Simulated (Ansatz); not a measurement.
# F2H2NSi, SMILES N[Si](F)F: a geometry optimisation

Computed with Ansatz 0.2.0 through its Python package.

`run_opt.py`
```python
"""Minimum-energy structure of F2H2NSi."""

import itertools
import logging
import sys

import ansatz as az
from ase.data import atomic_numbers, covalent_radii
import numpy as np

logging.basicConfig(stream=sys.stdout, format="%(levelname)s %(message)s")
log = logging.getLogger("f2h2nsi")
log.setLevel(logging.INFO)

config = {
    "basis_set": "def2-SVP",
    "functional": "r2SCAN",
}

molecule = (
    az.Crystal.molecule()
    .atom("N", (-0.3026, 0.7971, -0.4027))
    .atom("Si", (0.1278, -0.7908, -0.5181))
    .atom("F", (1.5912, -0.7725, 0.0524))
    .atom("F", (-0.7357, -1.5145, 0.5461))
    .atom("H", (-1.0751, 0.8633, 0.2803))
    .atom("H", (0.4365, 1.3534, -0.0042))
)

calc = (
    molecule.calculation()
    .basis(gaussian=config["basis_set"])  # the orbital basis, by name
    .functional(config["functional"])
    .spin("collinear", total=1)
)
symbols = [site.symbol for site in molecule.cartesian_sites]
start = np.array([site.position_ang for site in molecule.cartesian_sites], dtype=float)
def progress(event):
    if event["event"] == "relax_step":
        row = event["data"]
        log.info(f"step {row['step']:3d}  E = {row['lagrangian_ev']:.6f} eV  largest force component {row['allowed_force_max_ev_ang']:.4f} eV/A")


r = calc.relax(force_tolerance=0.02).session().plan().execute(on_event=progress).report
end = np.array(r["positions_ang"])

log.info(f"E = {r['free_energy_ev']:.6f} eV = {r['free_energy_ev'] / 27.211386246:.7f} Ha")
print("converged:", r["converged"], " doubts:", r["published_state_doubts"] or "none")

# pairs closer than 1.2 times the sum of covalent radii, before or after
radius = [covalent_radii[atomic_numbers[s]] for s in symbols]
span = lambda where, i, j: np.linalg.norm(where[i] - where[j])
bonded = [(i, j) for i, j in itertools.combinations(range(len(symbols)), 2) if min(span(start, i, j), span(end, i, j)) < 1.2 * (radius[i] + radius[j])]
log.info("pair        before    after (A)")
for i, j in bonded:
    print(f"{symbols[i]}{i}-{symbols[j]}{j}".ljust(10), f"{span(start, i, j):8.4f} {span(end, i, j):8.4f}")

charges = r["charge_distribution"]
dipole = np.array(charges["dipole_moment_e_ang"]) * 4.803205
log.info("dipole (D): {:.3f} {:.3f} {:.3f}, length {:.3f}".format(*dipole, np.linalg.norm(dipole)))
log.info("atom  Mulliken   Lowdin")
for symbol, m, l in zip(symbols, charges["mulliken_charges_e"], charges["lowdin_charges_e"]):
    log.info(f"{symbol:4s} {m:9.3f} {l:8.3f}")
with open("f2h2nsi_opt.xyz", "w") as handle:
    handle.write(f"{len(symbols)}\nrelaxed F2H2NSi\n")
    handle.writelines(f"{s:2s} {x:11.6f} {y:11.6f} {z:11.6f}\n" for s, (x, y, z) in zip(symbols, end))
```

```console
$ python run_opt.py
INFO step   1  E = -14824.176426 eV  largest force component 2.5582 eV/A
INFO step   2  E = -14824.557015 eV  largest force component 1.0775 eV/A
INFO step   3  E = -14824.693294 eV  largest force component 0.3764 eV/A
INFO step   4  E = -14824.711775 eV  largest force component 0.7340 eV/A
INFO step   5  E = -14824.652458 eV  largest force component 2.2275 eV/A
INFO step   6  E = -14824.747874 eV  largest force component 0.4360 eV/A
INFO step   7  E = -14824.768894 eV  largest force component 0.8257 eV/A
INFO step   8  E = -14824.783053 eV  largest force component 0.3129 eV/A
INFO step   9  E = -14824.792655 eV  largest force component 0.0990 eV/A
INFO step  10  E = -14824.795016 eV  largest force component 0.1178 eV/A
INFO step  11  E = -14824.796126 eV  largest force component 0.0413 eV/A
INFO step  12  E = -14824.796199 eV  largest force component 0.0058 eV/A
INFO E = -14824.796208 eV = -544.8012120 Ha
converged: True  doubts: none
INFO pair        before    after (A)
N0-Si1       1.6492   1.7196
N0-H4        1.0333   1.0170
N0-H5        1.0072   1.0171
Si1-F2       1.5708   1.6240
Si1-F3       1.5498   1.6240
INFO dipole (D): -1.090 2.560 -1.326, length 3.083
INFO atom  Mulliken   Lowdin
INFO N       -0.407    0.004
INFO Si       0.793    0.044
INFO F       -0.349   -0.042
INFO F       -0.349   -0.042
INFO H        0.156    0.018
INFO H        0.156    0.018
```

It writes `f2h2nsi_opt.xyz`:
```text
6
relaxed F2H2NSi
N    -0.243210    0.818248    0.060334
Si    0.166613   -0.784588   -0.408822
F     1.729636   -0.997062   -0.022404
F    -0.735714   -1.785204    0.497802
H    -1.221404    1.096297    0.073189
H     0.346179    1.588309   -0.246300
```

What to keep in mind:
- Total energies depend on the basis set; only differences at equal settings carry meaning.
- The end point is the stationary point reached from this start; no frequency run checks that it is a minimum, and the basis set is modest.
- The run takes the species as open-shell (spin multiplicity 2), which needn't be its ground state.
- The Löwdin charges here are taken after orthogonalising the functions within each atom; they differ from plain Löwdin charges, and their signs can be unphysical.
- Finished in 70 s on 1 thread of Arm Neoverse V1 (shared host), peak memory 0.26 GiB.
